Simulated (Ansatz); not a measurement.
# Au (Gold): the cost of one run

All numbers are computed with Ansatz 0.2.0, driven from Python. The levels of theory stand in the script.

The COD entry's cell or inner coordinates are ideal or old and differ from later refinements, so a difference from it is no clean test against experiment.

## Step 1: The structure

The structure is cubic, space group Fm-3m (No. 225). Conventional cell: a = 4.070 Å, b = 4.070 Å, c = 4.070 Å, α = 90.00°, β = 90.00°, γ = 90.00°. Around Au (site symmetry m-3m) lie 12 Au at 2.88 Å.

No structure file is read: the coordinates are typed or built in the script.

## Step 2: Script

lattice_au.py

```python
import ansatz as az
import numpy as np

def edges_and_angles(cell):
    cell = np.asarray(cell)
    a, b, c = np.linalg.norm(cell, axis=1)
    cosines = cell[1] @ cell[2] / (b * c), cell[0] @ cell[2] / (a * c), cell[0] @ cell[1] / (a * b)
    return (a, b, c, *np.degrees(np.arccos(cosines)))


def main() -> None:
    au = (
        az.Lattice.of([0.0, 2.035, 2.035], [2.035, 0.0, 2.035], [2.035, 2.035, 0.0])
        .atom("Au", [0.0, 0.0, 0.0])
    )

    calculation = (
        au.calculation()
        .basis(550)
        .kpoints(13, 13, 13)
        .occupations("fermi_dirac")
        .relax(cell=True)
    )

    levels = [("revpbe", "d3bj"), ("rpbe", "none"), ("pbe", "none"), ("pbe", "d3bj")]
    print("level            a       b       c    alpha   beta  gamma  V/atom  steps")
    for name, dispersion in levels:
        seen = []
        run = calculation.functional(name, dispersion=dispersion).session().plan()
        result = run.execute(on_event=lambda e: seen.append(e) if e["event"] == "relax_step" else None)
        cell = result.lattice.cell_ang
        label = name if dispersion == "none" else f"{name}+{dispersion}"
        print("{:13s} {:7.4f} {:7.4f} {:7.4f} {:6.2f} {:6.2f} {:6.2f}".format(label, *edges_and_angles(cell)), f"{abs(np.linalg.det(cell)) / len(result.lattice.sites):7.3f} {len(seen):5d}")


if __name__ == "__main__":
    main()
```

## Step 3: Running it

Command:

```bash
$ python lattice_au.py
```

What time and memory should one allow on 1 thread of Arm Neoverse V1, shared host?

About 27 s, with a peak of 0.39 GiB.
